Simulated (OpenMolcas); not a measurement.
**SnS (SMILES [S][Sn]) at MP2/ANO-RCC-VTZP (DKH2)**

Aim: the energy change on altering one bond length of SnS at MP2/ANO-RCC-VTZP (DKH2), from 2 runs. 

The calculation is run with OpenMolcas 26.06.

**1. The structure to begin with**

SnS has 2 atoms, charge 0, and is taken as a singlet. SMILES: `[S][Sn]`. Geometry: the measured bond length.

Bond lengths: S1–Sn2 2.209 Å.

**2. A single-point energy at MP2/ANO-RCC-VTZP (DKH2)**

job.inp

```
* SSn MP2

&GATEWAY
  COORD
  2
  angstrom
  S        0.000000       0.000000       0.000000
  Sn       0.000000       0.000000       2.209026
  BASIS
  ANO-RCC-VTZP
  GROUP
  NoSym

&SEWARD

&SCF
  PRORBITALS
  1 1

&MBPT2
  FROZEN
  23
```

On the command line:

```
$ export MOLCAS_MEM=1860
$ pymolcas job.inp > job.log
```

The program printed:

```text
--- Start Module: gateway ---
[...]
--- Stop Module: gateway /rc=_RC_ALL_IS_WELL_ ---
[...]
      Basis functions          102
[...]
--- Start Module: scf ---
[...]
       Convergence after  12 Iterations
[...]
::    Total SCF energy                              -6571.1382493296
[...]
      Total spin, S                                     0.0000000000
[...]
      Total electronic charge=   66.000000
      Total            charge=   -0.000000
[...]
      Dipole Moment (debye):
      Origin of the operator (angstrom)=    0.0000    0.0000    1.7440
                   X=  1.6710E-10               Y= -2.9783E-12               Z=  4.1846E+00           Total=  4.1846E+00
      Quadrupole Moment (debye*angstrom):
[...]
--- Stop Module: scf /rc=_RC_ALL_IS_WELL_ ---
[...]
--- Start Module: mbpt2 ---
[...]
WARNING!
Default frozen orbitals as non valence orbitals is overwritten by user input.
Default values:  23
[...]
       Reference weight ( Cref**2 )         =        0.82523
::    Total MBPT2 energy                            -6571.8146896365
[...]
      Total MBPT2 calculations                           0.19      0.23
--- Stop Module: mbpt2 /rc=_RC_ALL_IS_WELL_ ---
[...]
```

Run time: 15 s. Hardware: 1 thread of Arm Neoverse V1, shared host; peak memory 0.6 GiB.

**3. The distorted shape**

job.input

```
&gateway
 coord
 2
 angstrom
 S        0.000000       0.000000      -0.220874
 Sn       0.000000       0.000000       2.209026
 basis
 ANO-RCC-VTZP
 group
 NoSym

&seward

&scf
 prorbitals
 1 1

&mbpt2
 frozen
 23
```

On the command line:

```
$ export MOLCAS_MEM=1860
$ pymolcas job.input > job.log
```

The program printed:

```text
--- Start Module: gateway ---
[...]
--- Stop Module: gateway /rc=_RC_ALL_IS_WELL_ ---
[...]
      Basis functions          102
[...]
--- Start Module: scf ---
[...]
       Convergence after  12 Iterations
[...]
::    Total SCF energy                              -6571.1175775932
[...]
      Total spin, S                                     0.0000000000
[...]
      Total electronic charge=   66.000000
      Total            charge=   -0.000000
[...]
      Dipole Moment (debye):
      Origin of the operator (angstrom)=    0.0000    0.0000    1.6975
                   X=  7.3255E-12               Y=  7.4947E-12               Z=  5.6304E+00           Total=  5.6304E+00
      Quadrupole Moment (debye*angstrom):
[...]
--- Stop Module: scf /rc=_RC_ALL_IS_WELL_ ---
[...]
--- Start Module: mbpt2 ---
[...]
WARNING!
Default frozen orbitals as non valence orbitals is overwritten by user input.
Default values:  23
[...]
       Reference weight ( Cref**2 )         =        0.81349
::    Total MBPT2 energy                            -6571.7996435117
[...]
      Total MBPT2 calculations                           0.18      0.23
--- Stop Module: mbpt2 /rc=_RC_ALL_IS_WELL_ ---
[...]
```

It took 14 s on 1 thread of Arm Neoverse V1, shared host; peak memory 0.6 GiB.

**4. Outcome**

At MP2/ANO-RCC-VTZP (DKH2), 23 core orbitals frozen:

| quantity | value |
| --- | --- |
| first shape: total energy | -6571.81469 Eh |
| first shape: dipole moment (mean-field density) | 4.18 D |
| first shape: HOMO energy (Hartree–Fock orbitals) | -9.54 eV |
| first shape: LUMO energy (Hartree–Fock orbitals) | 0.00 eV |
| first shape: HOMO–LUMO gap (Hartree–Fock orbitals) | 9.55 eV |
| first shape: correlation energy (23 core orbitals frozen) | -676.4 mEh |
| distorted shape: total energy | -6571.79964 Eh |
| distorted shape: dipole moment (mean-field density) | 5.63 D |
| distorted shape: HOMO energy (Hartree–Fock orbitals) | -8.90 eV |
| distorted shape: LUMO energy (Hartree–Fock orbitals) | -0.47 eV |
| distorted shape: HOMO–LUMO gap (Hartree–Fock orbitals) | 8.42 eV |
| distorted shape: correlation energy (23 core orbitals frozen) | -682.1 mEh |
| energy change with the S1–Sn2 bond stretched from 2.209 to 2.430 Å | 0.409 eV |

With the S1–Sn2 bond stretched from 2.209 to 2.430 Å the energy rises by 0.41 eV (9.4 kcal/mol). The first shape isn't relaxed at this level, so the change isn't measured from a minimum.
